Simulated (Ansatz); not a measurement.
# CH₄OSSi: one species, many methods

One table from this session's results is given with a row withheld; the runs are named, their logs left out.

Method: functionals in def2-TZVPP, the program's frozen cores in correlated methods; program: Ansatz 0.2.0, Gaussian basis.

Levels to be run: LDA (SPW92), PBE-D4, revPBE-D4, BLYP-D4, r2SCAN-D4, B97M-V, PBE0-D4, B3LYP-D4, r2SCANh-D4, r2SCAN0-D4, HSE06-D4, BHLYP-D4, CAM-B3LYP-D4, LC-ωPBE, ωB97X-V, ωB97M-V, B2PLYP, PBE-QIDH; CCSD(T)/def2-SVP; CCSD(T)/def2-TZVPP; MP2/def2-QZVPP; extrapolation to the limit; RPA on PBE.

### The geometry

The geometry comes from an earlier relaxation with PBE0-D4 in a triple-zeta def2 set; it is a stationary point, not always the lowest conformer.

8 atoms, charge 0, spin multiplicity 1.

Atoms are counted from 1 here; the program's logs count them from 0.

Bond lengths: S1–C2 1.769 Å, S1–H5 1.347 Å, C2–O3 1.471 Å, C2–Si4 1.812 Å, C2–H6 1.087 Å, O3–Si4 1.661 Å, Si4–H7 1.478 Å, Si4–H8 1.476 Å. Angles: C2–S1–H5 97.7°, S1–C2–O3 117.1°, S1–C2–Si4 120.7°, S1–C2–H6 114.2°, O3–C2–Si4 59.7°, O3–C2–H6 111.5°, Si4–C2–H6 121.1°, C2–O3–Si4 70.4°, C2–Si4–O3 49.9°, C2–Si4–H7 121.6°, C2–Si4–H8 121.2°, O3–Si4–H7 117.0°, O3–Si4–H8 117.6°, H7–Si4–H8 113.9°.

As a file:

```mol
CH4OSSi
  3D, bonds by distance, orders not assigned

  8  8  0  0  0  0  0  0  0  0999 V2000
   -1.8997    0.1858   -0.4129 S   0  0
   -0.3396    0.2019    0.4206 C   0  0
    0.7585    0.9346   -0.2285 O   0  0
    1.0813   -0.6940   -0.2579 Si  0  0
   -2.2814    1.4399   -0.1041 H   0  0
   -0.4027    0.4358    1.4805 H   0  0
    2.1780   -1.1768    0.6068 H   0  0
    0.9978   -1.3845   -1.5602 H   0  0
  1  2  8  0
  2  3  8  0
  3  4  8  0
  1  5  8  0
  2  6  8  0
  4  7  8  0
  4  8  8  0
  2  4  8  0
M  END
```

Set-up of the first run:

Contents of in.yaml:

```yaml
crystal:
  periodic: [false, false, false]
  atoms:
    - {symbol: S, position_ang: [-1.899691, 0.185846, -0.412855]}
    - {symbol: C, position_ang: [-0.339563, 0.201934, 0.420612]}
    - {symbol: O, position_ang: [0.758503, 0.934634, -0.228515]}
    - {symbol: Si, position_ang: [1.081260, -0.694007, -0.257939]}
    - {symbol: H, position_ang: [-2.281380, 1.439895, -0.104110]}
    - {symbol: H, position_ang: [-0.402715, 0.435843, 1.480536]}
    - {symbol: H, position_ang: [2.177998, -1.176803, 0.606759]}
    - {symbol: H, position_ang: [0.997789, -1.384540, -1.560188]}
basis:
  gaussian: {orbitals: def2-TZVPP}
hamiltonian: {xc: lda}
output: {orbitals: {seedname: orbitals}}
```

Command:

```bash
> ansatz run in.yaml --threads 2 --pin off --events-out ev --progress --plain --max-ram 4352MiB
```

Among the steps run: LDA; PBE-D4 (GGA); revPBE-D4 (GGA); BLYP-D4 (GGA); r2SCAN-D4 (meta-GGA); B97M-V (meta-GGA); B3LYP-D4 (hybrid); r2SCANh-D4 (hybrid); r2SCAN0-D4 (hybrid); HSE06-D4 (hybrid); BHLYP-D4 (hybrid); CAM-B3LYP-D4 (range-separated); LC-ωPBE (range-separated); ωB97X-V (range-separated); ωB97M-V (range-separated); B2PLYP (double hybrid); PBE-QIDH (double hybrid).

One table of the session follows, with a row left open; its other results are not shown here.

It belongs to the step «Frontier levels by functional». 

```
  functional  HOMO (eV)  gap (eV)
 LDA (SPW92)      -6.14      4.28
      PBE-D4      -6.00      4.35
   revPBE-D4      -5.94      4.38
     BLYP-D4      -5.83      4.29
   r2SCAN-D4      -6.26      4.89
      B97M-V      -6.35      4.85
     PBE0-D4      -7.22      6.41
    B3LYP-D4      -6.97      5.94
  r2SCANh-D4      -6.71      5.64
  r2SCAN0-D4      -7.39      6.76
    HSE06-D4      -6.82      5.64
    BHLYP-D4          ?         ?
CAM-B3LYP-D4      -8.56      8.75
     LC-ωPBE      -9.98     11.34
     ωB97X-V      -9.60     10.83
     ωB97M-V      -9.44     10.40
```

Q: Estimate the row for BHLYP-D4 from the others.

Worked estimate for «HOMO (eV)». Against the share of exact exchange, BLYP-D4 (0, -5.83), B3LYP-D4 (0.2, -6.97) give a slope of -5.70 per unit share; at 0.5 the line stands at -8.68.

As computed: HOMO (eV): -8.30; gap (eV): 8.34. In «HOMO (eV)» the line misses by -0.38.
